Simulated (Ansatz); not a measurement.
# C2H5AlO (SMILES [CH3][Al]1[CH2][O]1) at RPA@PBE/6-31G(d) (spherical functions)

What is the vertical ionisation energy of C2H5AlO at RPA@PBE/6-31G* (spherical functions)? 

The calculation is run with Ansatz 0.2.0.

82 further runs of the same task are left out: 82 set aside as unsound or not needed.

### 1 Starting point

C2H5AlO: 9 atoms, total charge 0, spin state singlet. As SMILES, `[CH3][Al]1[CH2][O]1`. Geometry: relaxed at PBE0-D4/def2-TZVP.

Bond lengths: C1–Al2 1.934 Å, Al2–C3 1.883 Å, Al2–O4 1.707 Å, C3–O4 1.488 Å, C1–H5 1.093 Å, C1–H6 1.091 Å, C1–H7 1.094 Å, C3–H8 1.091 Å, C3–H9 1.091 Å. Some angles: C1–Al2–C3 171.7°, C1–Al2–O4 139.6°, C3–Al2–O4 48.7°, Al2–C3–O4 59.5°, Al2–O4–C3 71.8°, Al2–C1–H5 110.3°, Al2–C1–H6 112.2°, Al2–C1–H7 110.1°, Al2–C3–H8 123.8°, Al2–C3–H9 123.8°.

### 2 The energy at RPA@PBE/6-31G(d) (spherical functions)

Contents of job.yaml:

```yaml
crystal:
  periodic: [false, false, false]
  atoms:
    - {symbol: C, position_ang: [-0.670900, 1.320200, -1.081500]}
    - {symbol: Al, position_ang: [0.051300, -0.076700, 0.044200]}
    - {symbol: C, position_ang: [0.678700, -1.280200, 1.349300]}
    - {symbol: O, position_ang: [0.789300, -1.609500, -0.097900]}
    - {symbol: H, position_ang: [0.039700, 1.575000, -1.872100]}
    - {symbol: H, position_ang: [-0.900200, 2.226000, -0.517500]}
    - {symbol: H, position_ang: [-1.591200, 0.976800, -1.562100]}
    - {symbol: H, position_ang: [0.038500, -1.980500, 1.887700]}
    - {symbol: H, position_ang: [1.653200, -1.197400, 1.832800]}
basis:
  gaussian:
    orbitals: 6-31G_st_-spherical.json
hamiltonian:
  xc: pbe
correlation:
  method: rpa
  frozen_orbitals: {Al: 5, C: 1, H: 0, O: 1}
accuracy: high
```

The basis set 6-31G* is read from a file made from the Basis Set Exchange's data (not shown).

Run with:

```bash
$ ansatz run job.yaml --threads 1 --pin off --max-ram 3480MiB --events-out events.jsonl --progress --plain --runs-dir runs
```

The log of the run:

```text
Warning: RAYON_NUM_THREADS=1 ignored (pool sized by the plan → 1); use --threads N
Functional definition: PBE
  name "PBE"
  parameter kappa = 0.804
  parameter beta = 0.06672455060314922
  exchange = pbe_x(kappa = kappa, mu = beta*pi^2/3)
  correlation = pbe_c(beta = beta)
1640 factors; integrals over basis functions are off by at most 8.4e-9 eV
mean field evaluation 1: about -10774.5303 eV, gradient 7.9e1 eV
mean field evaluation 2: about -10774.5175 eV, gradient 7.9e1 eV
mean field evaluation 4: about -10779.7440 eV, gradient 6.3e1 eV
mean field evaluation 8: about -10789.2649 eV, gradient 9.2e-1 eV
mean field evaluation 16: about -10789.2665 eV, gradient 2.3e-5 eV
mean field evaluation 32: about -10768.3891 eV, gradient 6.5e1 eV
mean field -10789.26648624 eV, -396.4982301420 hartree, gradient 2.7e-8 eV, S^2 0.000000; 1 other end points of the search recorded, 0 dependent functions left out
8 core orbitals not correlated: weight in the atoms' cores, before any rotation towards them, 1.000 or more for the frozen orbitals, at most 0.000 for the correlated occupied ones
reference -10757.74506059 eV, -395.3398391153 hartree; 11, 11 occupied and 51, 51 virtual orbitals, 1640 factors
Total energy: -10779.32558603 eV, -396.1329087972 hartree
```

Run time: 9.6 s. Hardware: 1 thread of Arm Neoverse V2, shared host; peak memory 0.23 GiB.

### 3 The doublet cation, same level

Contents of in.yaml:

```yaml
crystal:
  periodic: [false, false, false]
  atoms:
    - {symbol: C, position_ang: [-0.670900, 1.320200, -1.081500]}
    - {symbol: Al, position_ang: [0.051300, -0.076700, 0.044200]}
    - {symbol: C, position_ang: [0.678700, -1.280200, 1.349300]}
    - {symbol: O, position_ang: [0.789300, -1.609500, -0.097900]}
    - {symbol: H, position_ang: [0.039700, 1.575000, -1.872100]}
    - {symbol: H, position_ang: [-0.900200, 2.226000, -0.517500]}
    - {symbol: H, position_ang: [-1.591200, 0.976800, -1.562100]}
    - {symbol: H, position_ang: [0.038500, -1.980500, 1.887700]}
    - {symbol: H, position_ang: [1.653200, -1.197400, 1.832800]}
basis:
  gaussian:
    orbitals: 6-31G_st_-spherical.json
magnetization:
  spin_polarized: true
  initial_magnetization: 1
correlation:
  method: rpa
  frozen_orbitals: {Al: 5, C: 1, H: 0, O: 1}
accuracy: high
total_charge: 1
hamiltonian:
  xc: {name: PBE}
```

The basis set 6-31G* is read from a file made from the Basis Set Exchange's data (not shown).

Run with:

```bash
$ ansatz run in.yaml --threads 1 --pin off --max-ram 3480MiB --events-out events.jsonl --progress --plain --runs-dir runs
```

The log of the run, cut to the lines that bear on the results:

```text
Warning: RAYON_NUM_THREADS=1 ignored (pool sized by the plan → 1); use --threads N
[... 2 set-up lines as earlier in the session ...]
[...]
1640 factors; integrals over basis functions are off by at most 8.4e-9 eV
[...]
mean field -10781.04652511 eV, -396.1961521420 hartree, gradient 1.6e-8 eV, S^2 0.752132; 2 other end points of the search recorded, 0 dependent functions left out
8 core orbitals not correlated: weight in the atoms' cores, before any rotation towards them, 1.000 or more for the frozen orbitals, at most 0.000 for the correlated occupied ones
reference -10750.16410123 eV, -395.0612439972 hartree; 11, 10 occupied and 51, 52 virtual orbitals, 1640 factors
Total energy: -10771.18292342 eV, -395.8336714657 hartree
```

It took 14 s on 1 thread of Arm Neoverse V2, shared host; peak memory 0.27 GiB.

### 4 What came out

At RPA@PBE/6-31G* (spherical functions), 8 core orbitals frozen:

```
                                          quantity          value
                     singlet C2H5AlO: total energy  -396.13291 Eh
 singlet C2H5AlO: RPA correlation energy (valence)     -793.1 mEh
                      doublet cation: total energy  -395.83367 Eh
  doublet cation: RPA correlation energy (valence)     -772.4 mEh
 doublet cation: ⟨S²⟩ of the reference determinant          0.752
vertical ionisation energy (to the doublet cation)       8.143 eV
```

In words: The vertical ionisation energy comes to 8.14 eV (188 kcal/mol).
